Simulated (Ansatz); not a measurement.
**CH₆ClNSi: one species, many methods**

An exercise on one series of results from a longer session: the logs are not shown, and one member is left open.

Method: functionals in def2-TZVPP, the program's frozen cores in correlated methods; program: Ansatz 0.2.0, Gaussian basis.

Levels to be run: LDA (SPW92), PBE-D4, revPBE-D4, BLYP-D4, r2SCAN-D4, B97M-V, PBE0-D4, B3LYP-D4, r2SCANh-D4, r2SCAN0-D4, HSE06-D4, BHLYP-D4, CAM-B3LYP-D4, LC-ωPBE, ωB97X-V, ωB97M-V, B2PLYP, PBE-QIDH; CCSD(T)/def2-SVP; CCSD(T)/def2-TZVPP; MP2/def2-QZVPP; extrapolation to the limit; RPA on PBE.

### The relaxed structure

An earlier PBE0-D4 in a triple-zeta def2 set relaxation fixed the geometry.

SMILES `NC[SiH2]Cl`, 10 atoms, charge 0, spin multiplicity 1.

Atoms are counted from 1 here; the program's logs count them from 0.

Bond lengths: N1–C2 1.455 Å, N1–H5 1.012 Å, N1–H6 1.012 Å, C2–Si3 1.871 Å, C2–H7 1.102 Å, C2–H8 1.098 Å, Si3–Cl4 2.066 Å, Si3–H9 1.484 Å, Si3–H10 1.481 Å. Angles: C2–N1–H5 111.3°, C2–N1–H6 110.8°, H5–N1–H6 107.4°, N1–C2–Si3 110.5°, N1–C2–H7 115.4°, N1–C2–H8 109.2°, Si3–C2–H7 109.0°, Si3–C2–H8 105.9°, H7–C2–H8 106.4°, C2–Si3–Cl4 108.2°, C2–Si3–H9 110.8°, C2–Si3–H10 112.0°, Cl4–Si3–H9 107.6°, Cl4–Si3–H10 107.3°, H9–Si3–H10 110.7°.

The first run:

in.yaml

```yaml
crystal:
  periodic: [false, false, false]
  atoms:
    - {symbol: N, position_ang: [-1.432290, 0.416440, 0.172709]}
    - {symbol: C, position_ang: [-0.322037, 0.005402, -0.672303]}
    - {symbol: Si, position_ang: [1.110816, -0.588157, 0.373477]}
    - {symbol: Cl, position_ang: [1.661542, 0.945036, 1.644409]}
    - {symbol: H, position_ang: [-2.215316, 0.740304, -0.380219]}
    - {symbol: H, position_ang: [-1.157599, 1.176819, 0.781821]}
    - {symbol: H, position_ang: [0.041219, 0.768211, -1.379875]}
    - {symbol: H, position_ang: [-0.628743, -0.856965, -1.277935]}
    - {symbol: H, position_ang: [2.284698, -0.910257, -0.475290]}
    - {symbol: H, position_ang: [0.740810, -1.748034, 1.216207]}
basis:
  gaussian: {orbitals: def2-TZVPP}
hamiltonian: {xc: lda}
output: {orbitals: {seedname: orbitals}}
```

Command:

```
ansatz run in.yaml --threads 2 --pin off --events-out ev --progress --plain --max-ram 4352MiB
```

Among the steps run: LDA; PBE-D4 (GGA); revPBE-D4 (GGA); BLYP-D4 (GGA); r2SCAN-D4 (meta-GGA); B97M-V (meta-GGA); B3LYP-D4 (hybrid); r2SCANh-D4 (hybrid); r2SCAN0-D4 (hybrid); HSE06-D4 (hybrid); BHLYP-D4 (hybrid); CAM-B3LYP-D4 (range-separated); LC-ωPBE (range-separated); ωB97X-V (range-separated); ωB97M-V (range-separated); B2PLYP (double hybrid); PBE-QIDH (double hybrid).

One table of the session follows, with a row left open; its other results are not shown here.

| functional | HOMO (eV) | gap (eV) |
| --- | --- | --- |
| LDA (SPW92) | -5.75 | 4.90 |
| PBE-D4 | -5.64 | 5.05 |
| revPBE-D4 | -5.59 | 5.12 |
| BLYP-D4 | -5.54 | 5.07 |
| r2SCAN-D4 | -5.95 | 5.80 |
| B97M-V | -6.14 | 5.82 |
| PBE0-D4 | -7.13 | 7.43 |
| B3LYP-D4 | -6.89 | 6.96 |
| r2SCANh-D4 | -6.51 | 6.65 |
| r2SCAN0-D4 | -7.34 | 7.92 |
| HSE06-D4 | -6.72 | 6.65 |
| BHLYP-D4 | ? | ? |
| CAM-B3LYP-D4 | -8.58 | 9.88 |
| LC-ωPBE | -9.97 | 12.49 |
| ωB97X-V | -9.62 | 11.98 |
| ωB97M-V | -9.53 | 11.57 |

Q: Estimate the row for BHLYP-D4 from the others.

Worked estimate for «HOMO (eV)». Against the share of exact exchange, BLYP-D4 (0, -5.54), B3LYP-D4 (0.2, -6.89) give a slope of -6.75 per unit share; at 0.5 the line stands at -8.91.

As computed: HOMO (eV): -8.55; gap (eV): 9.73. In «HOMO (eV)» the line misses by -0.36.
